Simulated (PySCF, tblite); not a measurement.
# C9H13P: geometry, infrared bands and NMR shifts

Aim: predict the infrared bands and NMR shifts of C9H13P (`C=Cc1cp(CC)cc1C`).

Computed with tblite 0.8.0 and PySCF 2.14.0, with density-fitted response routines of our own, on a single molecule in the gas phase. Atoms are numbered from 0 throughout.

### Step 1. Starting geometry

23 atoms, charge 0, multiplicity 1; geometry from: force field or distance geometry start.

Bonds of the start (Å): C0–C1 1.33, C1–C2 1.46, C2–C3 1.35, C3–P4 1.86, P4–C5 1.84, C5–C6 1.53, P4–C7 1.85, C7–C8 1.34, C8–C9 1.50, C8–C2 1.47, C0–H10 1.08, C0–H11 1.10, C1–H12 1.10, C3–H13 1.08, C5–H14 1.09, C5–H15 1.11, C6–H16 1.10, C6–H17 1.10, C6–H18 1.09, C7–H19 1.08, C9–H20 1.09, C9–H21 1.10, C9–H22 1.09.

### Step 2. Geometry optimisation with GFN2-xTB

The job: settings as JSON, then the geometry in Å.

```
{"job": {"kind": "relax", "xc": "GFN2-xTB", "basis": "xTB"}, "charge": 0, "multiplicity": 1}
C     -2.808900     1.491900     1.204700
C     -2.197000     0.336000     0.969400
C     -1.092000     0.112300     0.041800
C     -0.181800     1.078600    -0.221200
P      1.122600     0.479000    -1.404100
C      2.498800     0.129300    -0.231900
C      3.257400     1.396400     0.152100
C      0.294400    -1.176000    -1.406300
C     -0.803700    -1.163900    -0.631000
C     -1.706400    -2.347700    -0.445700
H     -2.560600     2.405900     0.678400
H     -3.633700     1.547700     1.924900
H     -2.535400    -0.544900     1.535700
H     -0.180700     2.059200     0.224900
H      3.197900    -0.556900    -0.707600
H      2.127900    -0.360900     0.688100
H      2.608700     2.112500     0.674700
H      4.081700     1.140900     0.830500
H      3.679400     1.895600    -0.716800
H      0.632400    -2.046000    -1.957600
H     -1.707800    -2.667600     0.599000
H     -1.375100    -3.193600    -1.057600
H     -2.722800    -2.100700    -0.734400
```

Run with:

```
OMP_NUM_THREADS=1 python probes_run.py task.json out
```

One launch serves the whole session: the jobs run in the order shown.

**Question.** This job is followed by: GFN2-xTB harmonic vibrations, gas phase; GIAO PBE0/pcSseg-1 NMR shielding, non-relativistic, gas phase. What will the session give for the following? strongest single infrared mode (GFN2-xTB); zero-point energy (GFN2-xTB); 13C shifts against TMS (PBE0/pcSseg-1); 1H shifts against TMS (PBE0/pcSseg-1, means over atoms taken as alike); 31P shifts against H3PO4 (PBE0/pcSseg-1).

The runs gave:

```
                                                              quantity                                                           value
                             strongest single infrared mode (GFN2-xTB)                                            3132 cm⁻¹, 49 km/mol
                                          zero-point energy (GFN2-xTB)                                                  118.6 kcal/mol
                                13C shifts against TMS (PBE0/pcSseg-1)  156.0, 153.5, 141.9, 141.8, 138.4, 122.7, 28.5, 20.4, 16.3 ppm
1H shifts against TMS (PBE0/pcSseg-1, means over atoms taken as alike)              7.42, 6.84, 6.56, 6.09, 5.52, 2.29, 1.69, 1.44 ppm
                              31P shifts against H3PO4 (PBE0/pcSseg-1)                                                       -10.3 ppm
```

In words: Over 83 steps the energy fell by 0.154 eV; of the close pairs, C3–P4 changed most, 1.860 to 1.795 Å. No mode is imaginary among the 63: a minimum at this level. The strongest single mode, at 3132 cm⁻¹, moves mainly H10 and H11. GFN2-xTB is a fitted tight-binding method: band positions and strengths are rough. Its intensities can rank the bands wrongly.
